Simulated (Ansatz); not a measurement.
Working through a scan of ordered alloys across composition of Na-Sr mixtures

With Ansatz 0.2.0, Python API.

Typed at the interpreter:
```pycon
>>> from collections import Counter
>>> from dataclasses import dataclass
>>> import ansatz as az
>>> import numpy as np
>>> @dataclass
... class Settings:
...     ecut: int = 550
...     kspacing: float = 0.3
...     filling: str = 'gaussian'
...     sigma: float = 0.05
...
>>> cfg = Settings()
>>> def bcc(a_site, a):
...     return (
...         az.Lattice.bcc(a)
...         .space_group(229)
...         .atom(a_site, (0, 0, 0))
...         .primitive()
...     )
...
>>> A_FIRST, A_LAST = 4.28, 4.83
>>> def solve(name, crystal):
...     calc = (
...         crystal.calculation()
...         .functional(az.Functional.PBESOL)
...         .basis(cfg.ecut)
...         .kpoints(spacing=cfg.kspacing)
...         .occupations(cfg.filling, width=cfg.sigma)
...         .band_table()
...     )
...     calc = calc.relax(force_tolerance=0.02, cell=True)
...     return calc.run(threads=1, backend='cpu')
...
>>> def volume_per_atom(outcome):
...     return abs(np.linalg.det(outcome.lattice.cell_ang)) / len(outcome.lattice.sites)
...
>>> def counts(outcome):
...     return Counter(site.symbol for site in outcome.lattice.sites)
...
>>> # ordered cells: the first k mixed sites take the second element
>>> phases = {}
>>> for k in range(2 + 1):
...     a = A_FIRST + (A_LAST - A_FIRST) * k / 2
...     cell = bcc('Na', a).conventional().resolved()
...     sites = [site.position for site in cell.sites if site.symbol == 'Na']
...     for position in sites[:k]:
...         cell = cell.substitution('Sr', at=position, replaces='Na')
...     phases[f'Na{2 - k}Sr{k}'] = cell.resolved()
...
>>> done = {}
>>> for name, crystal in phases.items():
...     done[name] = solve(name, crystal)
...     print(f'{name}: {done[name].report["energy_sigma0_ev"]:.4f} eV, {len(done[name].lattice.sites)} atoms')
...
Na2Sr0: -2951.7060 eV, 2 atoms
Na1Sr1: -4968.0316 eV, 2 atoms
Na0Sr2: -6984.4300 eV, 2 atoms
>>> # x is the share of the second element on the mixed sites; both end members stand on this same lattice
>>> x = {name: counts(o)['Sr'] / (counts(o)['Na'] + counts(o)['Sr']) for name, o in done.items()}
>>> first, last = min(x, key=x.get), max(x, key=x.get)
>>> energy = {name: o.report['energy_sigma0_ev'] / len(o.lattice.sites) for name, o in done.items()}
>>> volume = {name: volume_per_atom(o) for name, o in done.items()}
>>> rows = []
>>> for name in sorted(done, key=x.get):
...     line = lambda table: (1 - x[name]) * table[first] + x[name] * table[last]
...     rows.append((name, x[name], 1000 * (energy[name] - line(energy)), volume[name], 100 * (volume[name] / line(volume) - 1)))
...
>>> print('      cell       x(Sr)  E_mix (meV/atom)  V (A^3/atom)  excess V (%)')
      cell       x(Sr)  E_mix (meV/atom)  V (A^3/atom)  excess V (%)
>>> for row in rows:
...     print(f'{str(row[0]):>10}  {row[1]:10.3f}  {row[2]:+16.1f}  {row[3]:12.3f}  {row[4]:+12.2f}')
...
    Na2Sr0       0.000              +0.0        36.483         +0.00
    Na1Sr1       0.500             +18.2        44.241         +1.74
    Na0Sr2       1.000              +0.0        50.489         +0.00
```

Mixing energies: +18 meV an atom at x(Sr) = 0.50 (volume +1.7 % off the straight line). Values this small can change sign on a finer mesh.

Caveats:
- Total energies depend on the potentials; only differences at equal settings carry meaning.
- These are small ordered cells, with both end members on the same lattice, which need not be their own; they aren't random solutions. Differences under about 40 meV an atom lie within the error of mesh and functional.
- The cells are prototypes set up for this calculation and needn't exist.
- Wall time of the script: 6.2 s on 1 thread of AMD EPYC 9R45 96-Core Processor (Zen 5), with other jobs on the host, peak memory 0.46 GiB.

(Lines on the test bed's own set-up are left out of the output.)
